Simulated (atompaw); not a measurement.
# A PAW (atompaw) potential for lutetium, from input to tests

Aim: build the potential from the settings below, then test how well it stands in for the atom: scattering, ghost states and the plane-wave cutoff that it needs.

Method: atompaw 4.2.0.5, LDA (PW92), scalar-relativistic.

### Step 1. Settings

Typed settings, in words:

- element: lutetium (Lu, Z = 71)
- type: PAW
- frozen core: [Kr] 4d10
- valence charge: 25
- reference configuration: 4f14 5s2 5p6 5d1 6s2 6p0
- partial waves: 5s (bound): rc 2.15 bohr; 6s (bound): rc 2.70 bohr; 5p (bound): rc 2.10 bohr; 6p (bound, empty): rc 2.70 bohr; 5d (bound): rc 2.70 bohr; 5d channel at 1.8 Ry: rc 2.70 bohr; 4f (bound): rc 0.65 bohr; 4f channel at 1.4 Ry: rc 0.65 bohr
- local potential: bessel scheme, radius 2.65 bohr
- core correction: smooth core density matched at 1.40 bohr
- augmentation charge: besselshape compensation charge, radius 2.65 bohr; PAW radius 2.70 bohr; waves and projectors: custom rrkj vanderbiltortho

The nodes and maxima of the atom's own shells, from an earlier all-electron run, set the scale for the radii.

All-electron outer shells of the reference configuration (LDA (PW92), scalar-relativistic, ld1.x):

```csv
shell,level (eV),outermost node (bohr),outermost maximum (bohr)
4p,-357.47,0.25,0.47
4d,-191.71,0.23,0.48
5s,-61.20,0.57,1.04
5p,-31.79,0.61,1.19
4f,-9.81,–,0.47
6s,-4.80,1.41,3.00
5d,-1.92,0.68,1.84
6p,-1.40,1.73,4.32
```

### Step 2. Generating the potential

Lu.input reads:

```
Lu 71
LDA-PW scalarrelativistic loggrid 2001 logderivrange -6 5 276
6 6 5 4 0 0
6 1 0
5 2 1
0 0 0
c
c
c
c
v
v
c
c
c
v
v
c
c
v
v
3
2.70 2.65 2.65 1.40
n
n
y
1.8
n
y
1.4
n
custom rrkj vanderbiltortho besselshape
bessel
2.15
2.70
2.10
2.70
2.70
2.70
0.65
0.65
PWSCFOUT
UPFDX 0.0125d0 UPFXMIN -7.d0 UPFZMESH 71.d0
END
```

Launch:

```
$ atompaw < Lu.input > Lu.log
```

**Question.** What will these runs give? Wanted: cutoffs for 10 and 1 mRy, occupied levels; bound ghosts; largest phase difference near zero energy, channels read; lowest eigenvalue of the overlap; share of valence orbitals outside the PAW sphere; UPF file.

The runs gave:

| quantity | value |
| --- | --- |
| cutoffs for 10 and 1 mRy, occupied levels | over 300 Ry and over 300 Ry |
| bound ghosts | none found |
| largest phase difference near zero energy, channels read | 0.006 rad |
| lowest eigenvalue of the overlap (Bessel basis) | 0.243 (d) |
| share of valence orbitals outside the PAW sphere | 5s 0 %, 6s 75 %, 5p 2 %, 6p 94 %, 5d 45 %, 4f 0 % |
| UPF file | written |

**Reading.** By its cutoff, over 300 Ry for the looser tolerance, it is very hard. The slowest occupied level is 4f: taken alone it needs over 300 Ry to come within 1 mRy, against 18 Ry for 5p. It is free of bound ghosts as far as tested. Near zero energy the phases of the channels with partial waves agree within 0.006 rad. These are tests on the free atom; a crystal test is still owed.
